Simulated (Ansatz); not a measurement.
# SnNH5: one species, many methods

An exercise on one series of results from a longer session: the logs are not shown, and one member is left open.

Computed with Ansatz 0.2.0, Gaussian basis. Level: functionals in def2-TZVPP, the program's frozen cores in correlated methods.

Levels to be run: LDA (SPW92), PBE-D4, revPBE-D4, BLYP-D4, r2SCAN-D4, B97M-V, PBE0-D4, B3LYP-D4, r2SCANh-D4, r2SCAN0-D4, HSE06-D4, BHLYP-D4, CAM-B3LYP-D4, LC-ωPBE, ωB97X-V, ωB97M-V, B2PLYP, PBE-QIDH; CCSD(T)/def2-SVP; CCSD(T)/def2-TZVPP; CCSD(T)/def2-QZVPP; extrapolation to the limit; RPA on PBE.

### The geometry

All runs share one geometry, relaxed beforehand with PBE0-D4 in a triple-zeta def2 set. Sn takes the def2 core potential; no spin-orbit term is included.

SMILES `[NH2][SnH3]`, 7 atoms, charge 0, spin multiplicity 1.

Atoms are counted from 1 here; the program's logs count them from 0.

Bond lengths: N1–Sn2 2.032 Å, N1–H3 1.012 Å, N1–H4 1.012 Å, Sn2–H5 1.704 Å, Sn2–H6 1.704 Å, Sn2–H7 1.717 Å. Angles: Sn2–N1–H3 112.9°, Sn2–N1–H4 112.9°, H3–N1–H4 107.1°, N1–Sn2–H5 105.9°, N1–Sn2–H6 105.9°, N1–Sn2–H7 113.4°, H5–Sn2–H6 112.1°, H5–Sn2–H7 109.7°, H6–Sn2–H7 109.7°.

Set-up of the first run:

Input file in.yaml:

```yaml
crystal:
  periodic: [false, false, false]
  atoms:
    - {symbol: N, position_ang: [-0.499637, -1.183300, 0.116576]}
    - {symbol: Sn, position_ang: [0.136845, 0.730376, -0.135610]}
    - {symbol: H, position_ang: [-0.001830, -1.844464, -0.466461]}
    - {symbol: H, position_ang: [-0.413715, -1.504861, 1.072661]}
    - {symbol: H, position_ang: [-0.115787, 1.092762, -1.781747]}
    - {symbol: H, position_ang: [-0.836268, 1.684426, 0.887996]}
    - {symbol: H, position_ang: [1.791692, 0.957062, 0.260883]}
basis:
  gaussian: {orbitals: def2-TZVPP}
hamiltonian: {xc: lda}
output: {orbitals: {seedname: orbitals}}
```

Command:

```console
> ansatz run in.yaml --threads 2 --pin off --events-out ev --progress --plain --max-ram 32768MiB --backend cpu
```

Steps of the session up to this table: LDA; PBE-D4 (GGA); revPBE-D4 (GGA); BLYP-D4 (GGA); r2SCAN-D4 (meta-GGA); B97M-V (meta-GGA); B3LYP-D4 (hybrid); r2SCANh-D4 (hybrid); r2SCAN0-D4 (hybrid); HSE06-D4 (hybrid); BHLYP-D4 (hybrid); CAM-B3LYP-D4 (range-separated); LC-ωPBE (range-separated); ωB97X-V (range-separated); ωB97M-V (range-separated); B2PLYP (double hybrid); PBE-QIDH (double hybrid).

One table of the session follows, with a row left open; its other results are not shown here.

It belongs to the step «Frontier levels by functional». 

| functional | HOMO (eV) | gap (eV) |
| --- | --- | --- |
| LDA (SPW92) | -5.92 | 4.80 |
| PBE-D4 | -5.80 | 4.85 |
| revPBE-D4 | -5.76 | 4.89 |
| BLYP-D4 | -5.69 | 4.76 |
| r2SCAN-D4 | -6.10 | 5.60 |
| B97M-V | -6.24 | 5.41 |
| PBE0-D4 | -7.21 | 7.03 |
| B3LYP-D4 | -6.97 | 6.50 |
| r2SCANh-D4 | -6.62 | 6.38 |
| r2SCAN0-D4 | -7.42 | 7.53 |
| HSE06-D4 | -6.81 | 6.26 |
| BHLYP-D4 | -8.53 | 8.97 |
| CAM-B3LYP-D4 | ? | ? |
| LC-ωPBE | -10.01 | 11.75 |
| ωB97X-V | -9.65 | 11.23 |
| ωB97M-V | -9.55 | 10.75 |

**Question.** Estimate the row for CAM-B3LYP-D4.

The run gave: HOMO (eV): -8.62; gap (eV): 9.21. In the column «HOMO (eV)» it lies between ωB97M-V (-9.55) and BHLYP-D4 (-8.53).
